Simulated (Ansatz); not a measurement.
# Ti3InC: the cost of one run

Method: DFT PBEsol, scalar-relativistic, plane waves, PAW, in Ansatz 0.2.0.

18 further runs of the same task are left out: 18 set aside as unsound or not needed.

## Step 1: The system as given

Symmetry: Pm-3m, No. 221, cubic system. Conventional cell: a = 4.199 Å, b = 4.199 Å, c = 4.199 Å, α = 90.00°, β = 90.00°, γ = 90.00°. Ti (site symmetry 4/mmm) is surrounded by 2 C at 2.10 Å. In (site symmetry m-3m) is surrounded by 12 Ti at 2.97 Å. C (site symmetry m-3m) has 6 Ti at 2.10 Å as nearest neighbours.

Structure file:

```
CELL_PARAMETERS angstrom
4.19892 0.00000 0.00000
0.00000 4.19892 0.00000
0.00000 0.00000 4.19892
ATOMIC_POSITIONS crystal
Ti 0.50000 0.50000 0.00000
Ti 0.50000 0.00000 0.50000
Ti 0.00000 0.50000 0.50000
In 0.00000 0.00000 0.00000
C 0.50000 0.50000 0.50000
```

It goes back to an entry of the Materials Project, which need not be the stable form.

This cell was relaxed beforehand with the same method: volume 14.81 Å³/atom, gap on the mesh none (metal).

## Step 2: Plan of the line

The energy is mapped over volume and the cell's shape.

- volume per atom: 7 values from 13.03 to 16.58 Å³
- c/a of the conventional cell: 7 values from 0.834 to 1.200

Nothing else is relaxed (symmetry fixes all fractional coordinates). Energies count from the relaxed crystal. Points are written as (first, second).

## Step 3: The run at (13.03 Å³, 1.129)

Contents of input.yaml:

```yaml
crystal:
  lattice:
    - [3.8642247889, 0.0, 0.0]
    - [0.0, 3.8642247889, 0.0]
    - [0.0, 0.0, 4.3627097866]
  atoms:
    - { symbol: Ti, position: [0.5, 0.5, 0.0] }
    - { symbol: Ti, position: [0.5, 0.0, 0.5] }
    - { symbol: Ti, position: [0.0, 0.5, 0.5] }
    - { symbol: In, position: [0.0, 0.0, 0.0] }
    - { symbol: C, position: [0.5, 0.5, 0.5] }
basis:
  ecutwfc: 520.0
kpoints:
  mp_grid: { grid: [10, 10, 10] }
hamiltonian:
  xc: pbesol
  pseudopotentials: { kind: paw }
scf:
  occupations: { method: gaussian, width: 0.15 }
output:
  forces: true
  stress: true
  eigenvalues: true
```

Run with:

```sh
$ ansatz run input.yaml --threads 2 --pin off --max-ram 4096MiB --backend cpu --events-out ev --progress --plain --runs-dir out
```

What time and memory should one allow on 2 threads of Arm Neoverse N1, shared host?

About 18 s, with a peak of 0.55 GiB.
